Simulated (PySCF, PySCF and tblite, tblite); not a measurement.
# C₂H₅BO₃: conformers and averaged spectra

Which conformers does C₂H₅BO₃ (`OB1OCCO1`) populate, and what do their averaged NMR parameters look like?

Programs: PySCF 2.14.0 with density-fitted response routines of our own, and tblite 0.8.0. All values are computed, except where a source is named. Atoms count from 0 throughout.

## Step 1: The starting structure

11 atoms, charge 0, multiplicity 1; geometry from: UFF geometry.

Bonds of the start (Å): B1–O2 1.44, B1–O5 1.45, C3–C4 1.54, C3–H7 1.10, C3–H8 1.11, C4–H10 1.11, C4–H9 1.12, C4–O5 1.39, O0–B1 1.47, O0–H6 0.98, O2–C3 1.42.

## Step 2: GFN2-xTB relaxation, conformer 1

Job settings and geometry (Å):

```
{"job": {"xc": "GFN2-xTB", "basis": "xTB", "kind": "relax"}, "charge": 0, "multiplicity": 1}
O      2.309700    -0.142100    -0.300500
B      1.062800    -0.280300     0.459500
O      0.155100    -1.349600     0.115900
C     -0.936900    -0.585600    -0.368400
C     -0.782900     0.845700     0.168100
O      0.382700     0.910400     0.925400
H      3.016200    -0.435600     0.313600
H     -0.946200    -0.606400    -1.468700
H     -1.877900    -1.042000     0.015900
H     -0.723000     1.567200    -0.681100
H     -1.654200     1.121100     0.794200
```

Started as:

```bash
OMP_NUM_THREADS=1 python ens_run.py task.json out
```

One launch serves the whole session.

The program printed:

```text
step      E/eV     max force
  0    -553.05917    3.681
  1    -553.44882    2.183
  2    -553.62737    1.702
  3    -553.67919    1.150
  4    -553.74344    0.922
  5    -553.82422    1.221
  6    -553.86916    1.001
  7    -553.92526    0.687
  8    -553.96349    0.594
  9    -554.00768    0.684
 10    -554.04588    0.654
 11    -554.08075    0.459
 12    -554.10992    0.458
 13    -554.14176    0.638
 14    -554.18165    0.687
 15    -554.23138    0.557
 16    -554.27325    0.618
 17    -554.29856    0.706
 18    -554.32465    0.913
 19    -554.35175    0.343
 20    -554.36131    0.568
 21    -554.37186    0.248
 22    -554.37346    0.412
 23    -554.38082    0.244
 24    -554.38407    0.154
 25    -554.38710    0.093
 26    -554.38816    0.126
 27    -554.38940    0.115
 28    -554.39073    0.111
 29    -554.39257    0.132
 30    -554.39577    0.188
 31    -554.40280    0.442
 32    -554.40942    0.957
 33    -554.42894    0.582
 34    -554.45951    1.248
 35    -554.48948    0.814
 36    -554.52316    1.059
 37    -554.56097    0.857
 38    -554.59248    0.935
 39    -554.61838    0.612
 40    -554.63444    0.476
 41    -554.66395    0.430
 42    -554.67302    0.285
 43    -554.67215    0.813
 44    -554.68200    0.240
 45    -554.68534    0.145
 46    -554.68949    0.079
 47    -554.69008    0.081
 48    -554.69041    0.083
 49    -554.69062    0.062
 50    -554.69094    0.036
 51    -554.69094    0.036
 52    -554.69102    0.029
 53    -554.69132    0.031
 54    -554.69147    0.037
 55    -554.69162    0.035
 56    -554.69174    0.034
 57    -554.69187    0.031
 58    -554.69200    0.034
 59    -554.69214    0.037
 60    -554.69229    0.037
 61    -554.69249    0.041
 62    -554.69272    0.043
 63    -554.69299    0.050
 64    -554.69328    0.045
 65    -554.69354    0.040
 66    -554.69374    0.044
 67    -554.69393    0.037
 68    -554.69412    0.032
 69    -554.69426    0.030
 70    -554.69436    0.022
 71    -554.69441    0.020
 72    -554.69445    0.014
 73    -554.69448    0.016
 74    -554.69451    0.010
 75    -554.69452    0.011
 76    -554.69453    0.011
 77    -554.69454    0.011
 78    -554.69456    0.012
 79    -554.69457    0.007
 80    -554.69457    0.005
 81    -554.69457    0.004
```

It took 0.68 s on 1 thread of AMD EPYC, shared host.

Relaxing gained 1.635 eV and moved the atoms by 0.44 Å on average (rms).

## Step 3: DFT optimisation, conformer 1: PBE0-D3(BJ)/def2-SVP

Job settings and geometry (Å):

```
{"job": {"kind": "geom", "xc": "PBE0", "basis": "def2-SVP", "d3": "d3bj", "grid": 1, "maxiter": 40}, "charge": 0, "multiplicity": 1}
O      2.431136    -0.666805     0.279708
B      1.139663    -0.346533     0.115204
O      0.218121    -1.199306    -0.430106
C     -1.037877    -0.554034    -0.455549
C     -0.788668     0.848302     0.155794
O      0.586673     0.870441     0.472734
H      2.956220     0.027325     0.676506
H     -1.384936    -0.498694    -1.491627
H     -1.748200    -1.142294     0.132994
H     -1.001654     1.653985    -0.553138
H     -1.365053     1.010283     1.071517
```

The program printed:

```text
step   0  E = -329.27935851  max force = 0.014000
step   1  E = -329.28001004  max force = 0.005034
step   2  E = -329.28004722  max force = 0.000991
step   3  E = -329.28004904  max force = 0.000605
step   4  E = -329.28005047  max force = 0.000883
step   5  E = -329.28005305  max force = 0.000708
step   6  E = -329.28005496  max force = 0.000343
optimisation converged
```

It took 68 s on 1 thread of AMD EPYC, shared host; peak memory 0.45 GiB.

Relaxing gained 0.019 eV and moved the atoms by 0.02 Å on average (rms).

## Step 4: Shieldings, conformer 1: PBE0/pcSseg-1

Job settings and geometry (Å):

```
{"job": {"xc": "PBE0", "basis": "pcSseg-1", "kind": "nmr", "pop": true}, "charge": 0, "multiplicity": 1}
O      2.406013    -0.609339     0.335722
B      1.099627    -0.315957     0.159328
O      0.202714    -1.224770    -0.326223
C     -1.056879    -0.593195    -0.412853
C     -0.835722     0.838331     0.132783
O      0.542186     0.907382     0.441858
H      2.894986     0.141911     0.683829
H     -1.399684    -0.589632    -1.461180
H     -1.797268    -1.156316     0.178872
H     -1.089078     1.612797    -0.609686
H     -1.430001     1.035804     1.040421
```

The program printed:

```text
coarse grid: 9616 points
cycle   1  E = -329.2710025543  dE =  1.036e+00  |g| = 9.252e-01  |ddm| = 2.858e+00
cycle   2  E = -329.1422546999  dE =  1.287e-01  |g| = 1.271e+00  |ddm| = 1.263e+00
cycle   3  E = -329.4192910478  dE = -2.770e-01  |g| = 6.125e-02  |ddm| = 7.772e-01
cycle   4  E = -329.4199013299  dE = -6.103e-04  |g| = 3.083e-02  |ddm| = 5.362e-02
cycle   5  E = -329.4200873078  dE = -1.860e-04  |g| = 9.192e-03  |ddm| = 2.299e-02
cycle   6  E = -329.4200998900  dE = -1.258e-05  |g| = 3.328e-03  |ddm| = 6.476e-03
cycle   7  E = -329.4201019515  dE = -2.061e-06  |g| = 3.529e-04  |ddm| = 2.103e-03
final grid: 94112 points
cycle   8  E = -329.4848295824  dE = -3.157e-05  |g| = 1.116e-02  |ddm| = 1.896e-02
cycle   9  E = -329.4848086286  dE =  2.095e-05  |g| = 1.567e-02  |ddm| = 1.364e-02
cycle  10  E = -329.4848519044  dE = -4.328e-05  |g| = 6.386e-04  |ddm| = 8.181e-03
cycle  11  E = -329.4848519847  dE = -8.030e-08  |g| = 2.270e-04  |ddm| = 6.248e-04
cycle  12  E = -329.4848519936  dE = -8.835e-09  |g| = 7.599e-05  |ddm| = 1.525e-04
cycle  13  E = -329.4848519945  dE = -9.470e-10  |g| = 1.985e-05  |ddm| = 4.950e-05
converged SCF energy = -329.4848519945

GIAO shielding tensors (ppm)
atom      isotropic    diamagn.    paramagn.     s11        s22        s33       span
  0 O      265.188     385.219    -120.030    189.363    295.988    310.215    120.852
  1 B       77.333     198.833    -121.500     69.043     71.027     91.930     22.886
  2 O      249.556     392.449    -142.892    140.332    274.975    333.362    193.030
  3 C      116.804     246.509    -129.705     81.115    104.501    164.795     83.680
  4 C      117.423     245.883    -128.461     82.897    104.496    164.874     81.977
  5 O      246.509     395.215    -148.706    142.039    264.691    332.796    190.757
  6 H       28.319      30.777      -2.459     21.206     24.792     38.959     17.753
  7 H       27.075      29.033      -1.958     23.348     25.435     32.442      9.094
  8 H       27.080      28.938      -1.858     23.465     25.422     32.352      8.887
  9 H       27.169      29.203      -2.034     23.521     25.517     32.469      8.947
 10 H       27.161      29.188      -2.027     23.394     25.533     32.555      9.160
```

Run time: 25 s. Hardware: 1 thread of AMD EPYC, shared host; peak memory 0.59 GiB.

This run: HOMO -7.98 eV, LUMO 1.25 eV; dipole 2.57 D.

## Step 5: Averages: properties at PBE0/pcSseg-1

Job settings and geometry (Å):

```
{"job": {"study": "conf", "smiles": "OB1OCCO1", "search": {"seed": 1579, "n_embed": 90, "ff_keep": 18, "window": 1.5, "nmax": 6, "temps": [180, 298.15, 320, 500, 800], "t_ref": 298.15, "order": 0.001, "w0": 50.0, "geom": true}, "level": {"nmr": {"xc": "PBE0", "basis": "pcSseg-1"}}, "kind": "conf"}, "charge": 0, "multiplicity": 1}
O      2.406013    -0.609339     0.335722
B      1.099627    -0.315957     0.159328
O      0.202714    -1.224770    -0.326223
C     -1.056879    -0.593195    -0.412853
C     -0.835722     0.838331     0.132783
O      0.542186     0.907382     0.441858
H      2.894986     0.141911     0.683829
H     -1.399684    -0.589632    -1.461180
H     -1.797268    -1.156316     0.178872
H     -1.089078     1.612797    -0.609686
H     -1.430001     1.035804     1.040421
```

The program printed:

```text
conformer  sym    E(xTB)   E(DFT)   G(298.15 K)  weight  dipole/D
    1     Cs      0.000    0.000    0.000   1.0000    2.568

mean shielding (ppm) by class
class atoms           180 K   298.15 K      320 K      500 K      800 K
  0 O  0            265.188    265.188    265.188    265.188    265.188
  1 B  1             77.333     77.333     77.333     77.333     77.333
  2 O  2,5          248.033    248.033    248.033    248.033    248.033
  3 C  3,4          117.113    117.113    117.113    117.113    117.113
  4 H  6             28.319     28.319     28.319     28.319     28.319
  5 H  7,8,9         27.121     27.121     27.121     27.121     27.121
```

It took 27 s on 1 thread of AMD EPYC, shared host. This counts the runs that the step sums up.

The search (ETKDG and KDG, UFF, GFN2-xTB) embedded 90 structures, kept 2 distinct ones after the force field and 1 after xTB; 1 was carried on (window 1.5 kcal/mol at the search's own energies). Energies: PBE0/pcSseg-1 with D3(BJ).

The conformers at 298 K:

```tsv
no.	group	mirror pair	ΔE xTB	ΔE DFT	ΔG	weight (%)	μ (D)	H6–O0–B1–O2 (°)	A, B, C (GHz)
1	Cs	no	0.00	0.00	0.00	100.0	2.57	180	7.65, 3.50, 2.48
```

Energies in kcal/mol. ΔG holds xTB vibrations and rotation, symmetry numbers and mirror pairs.

Shifts against references run at the same level (11B BF3·OEt2 100.7, 13C TMS 184.4, 17O H2O 334.6, 1H TMS 31.27 ppm of shielding), by class of atoms, at 298 K:

```tsv
atoms	environment	average
C3, C4	sp3 CH2 bonded to O	67.3
H7, H8, H9, H10	hydrogen on an sp3 CH2 bonded to O	4.15
H6	hydrogen on an oxygen bonded to B	2.95
O2, O5	oxygen bonded to C, B, in a 5-membered ring	86.5
O0	oxygen bonded to B, H	69.4
B1	boron bonded to 3 O, in a 5-membered ring	23.4
```

## Step 6: Shieldings, conformer 1: B97-D/pcSseg-1

The job, as its differences from that of step 4:

```diff
@@ -1,2 +1,2 @@
-{"job": {"xc": "PBE0", "basis": "pcSseg-1", "kind": "nmr", "pop": true}, "charge": 0, "multiplicity": 1}
+{"job": {"xc": "B97-D", "basis": "pcSseg-1", "kind": "nmr", "pop": false}, "charge": 0, "multiplicity": 1}
 O      2.406013    -0.609339     0.335722
```

The program printed:

```text
coarse grid: 9616 points
cycle   1  E = -329.3195609899  dE =  9.445e-01  |g| = 1.149e+00  |ddm| = 2.922e+00
cycle   2  E = -328.8005783009  dE =  5.190e-01  |g| = 2.011e+00  |ddm| = 2.192e+00
cycle   3  E = -329.5468247644  dE = -7.462e-01  |g| = 1.332e-01  |ddm| = 1.614e+00
cycle   4  E = -329.5496112751  dE = -2.787e-03  |g| = 8.183e-02  |ddm| = 1.454e-01
cycle   5  E = -329.5509803576  dE = -1.369e-03  |g| = 2.373e-02  |ddm| = 6.351e-02
cycle   6  E = -329.5510642620  dE = -8.390e-05  |g| = 1.032e-02  |ddm| = 1.944e-02
cycle   7  E = -329.5510848962  dE = -2.063e-05  |g| = 1.129e-03  |ddm| = 6.803e-03
cycle   8  E = -329.5510851271  dE = -2.309e-07  |g| = 2.656e-04  |ddm| = 1.096e-03
final grid: 94112 points
cycle   9  E = -329.6329392792  dE = -1.033e-04  |g| = 5.435e-03  |ddm| = 2.778e-02
cycle  10  E = -329.6329321325  dE =  7.147e-06  |g| = 7.673e-03  |ddm| = 9.398e-03
cycle  11  E = -329.6329459377  dE = -1.381e-05  |g| = 6.520e-04  |ddm| = 5.848e-03
cycle  12  E = -329.6329459989  dE = -6.120e-08  |g| = 3.846e-04  |ddm| = 5.443e-04
cycle  13  E = -329.6329460244  dE = -2.546e-08  |g| = 4.887e-05  |ddm| = 2.204e-04
cycle  14  E = -329.6329460248  dE = -3.836e-10  |g| = 2.242e-05  |ddm| = 4.632e-05
converged SCF energy = -329.6329460248

GIAO shielding tensors (ppm)
atom      isotropic    diamagn.    paramagn.     s11        s22        s33       span
  0 O      262.959     385.396    -122.438    191.679    291.848    305.349    113.670
  1 B       76.711     199.376    -122.665     68.591     69.130     92.412     23.821
  2 O      241.357     393.182    -151.826    138.062    265.682    320.325    182.263
  3 C      109.368     247.017    -137.649     73.877     96.807    157.418     83.541
  4 C      110.203     246.380    -136.177     76.084     97.034    157.490     81.406
  5 O      237.821     396.020    -158.199    138.950    254.374    320.139    181.189
  6 H       28.649      31.079      -2.430     21.894     25.296     38.757     16.863
  7 H       27.114      29.287      -2.172     23.561     25.583     32.199      8.638
  8 H       27.120      29.171      -2.051     23.689     25.576     32.097      8.408
  9 H       27.219      29.473      -2.254     23.760     25.668     32.229      8.469
 10 H       27.210      29.449      -2.240     23.623     25.678     32.328      8.705
```

Run time: 39 s. Hardware: 1 thread of AMD EPYC, shared host; peak memory 0.59 GiB.

Key values: HOMO -6.46 eV, LUMO 0.43 eV; dipole 2.42 D.

## Step 7: Boltzmann average: properties at B97-D/pcSseg-1

Job settings and geometry (Å):

```
{"job": {"study": "conf", "smiles": "OB1OCCO1", "search": {"seed": 1579, "n_embed": 90, "ff_keep": 18, "window": 1.5, "nmax": 6, "temps": [180, 298.15, 320, 500, 800], "t_ref": 298.15, "order": 0.001, "w0": 50.0, "geom": true}, "level": {"nmr": {"xc": "B97-D", "basis": "pcSseg-1"}, "change": "B97-D/pcSseg-1", "top": 4}, "kind": "conf"}, "charge": 0, "multiplicity": 1}
O      2.406013    -0.609339     0.335722
B      1.099627    -0.315957     0.159328
O      0.202714    -1.224770    -0.326223
C     -1.056879    -0.593195    -0.412853
C     -0.835722     0.838331     0.132783
O      0.542186     0.907382     0.441858
H      2.894986     0.141911     0.683829
H     -1.399684    -0.589632    -1.461180
H     -1.797268    -1.156316     0.178872
H     -1.089078     1.612797    -0.609686
H     -1.430001     1.035804     1.040421
```

The program printed:

```text
conformer  sym    E(xTB)   E(DFT)   G(298.15 K)  weight  dipole/D
    1     Cs      0.000    0.000    0.000   1.0000    2.423

mean shielding (ppm) by class
class atoms           180 K   298.15 K      320 K      500 K      800 K
  0 O  0            262.959    262.959    262.959    262.959    262.959
  1 B  1             76.711     76.711     76.711     76.711     76.711
  2 O  2,5          239.589    239.589    239.589    239.589    239.589
  3 C  3,4          109.785    109.785    109.785    109.785    109.785
  4 H  6             28.649     28.649     28.649     28.649     28.649
  5 H  7,8,9         27.166     27.166     27.166     27.166     27.166
```

It took 39 s on 1 thread of AMD EPYC, shared host. This counts the runs that the step sums up.

Against the first level, at 298 K (shifts, ppm; largest changes first):

```tsv
atoms	PBE0/pcSseg-1	B97-D/pcSseg-1	change
O2, O5	86.5	90.8	+4.3
C3, C4	67.3	69.4	+2.1
O0	69.4	67.4	-2.0
B1	23.4	21.5	-1.9
H6	2.95	2.76	-0.19
H7, H8, H9, H10	4.15	4.24	+0.10
```

Weights: from PBE0/pcSseg-1 energies 1: 100 %; from B97-D/pcSseg-1 energies 1: 100 % (with a dispersion term where the level has one and the same thermal terms, so they don't follow from the SCF energies alone). Times: 27 s and 39 s.

## Step 8: Results

| quantity | value |
| --- | --- |
| conformers | 1; the first in weight is no. 1 (Cs), 100 % at 298 K |
| root-mean-square dipole | 2.57 D |
| averaged 13C shifts (PBE0/pcSseg-1) | 67.3 ppm |
| averaged 1H shifts (PBE0/pcSseg-1) | 4.15, 2.95 ppm |

The search found one conformer in the window, so the averages are its own values. Protons on O, N, S or Se exchange and bind to solvent, so their values hold for the lone molecule only. Going from PBE0/pcSseg-1 to B97-D/pcSseg-1 moves O2 most, by 4.3 ppm.
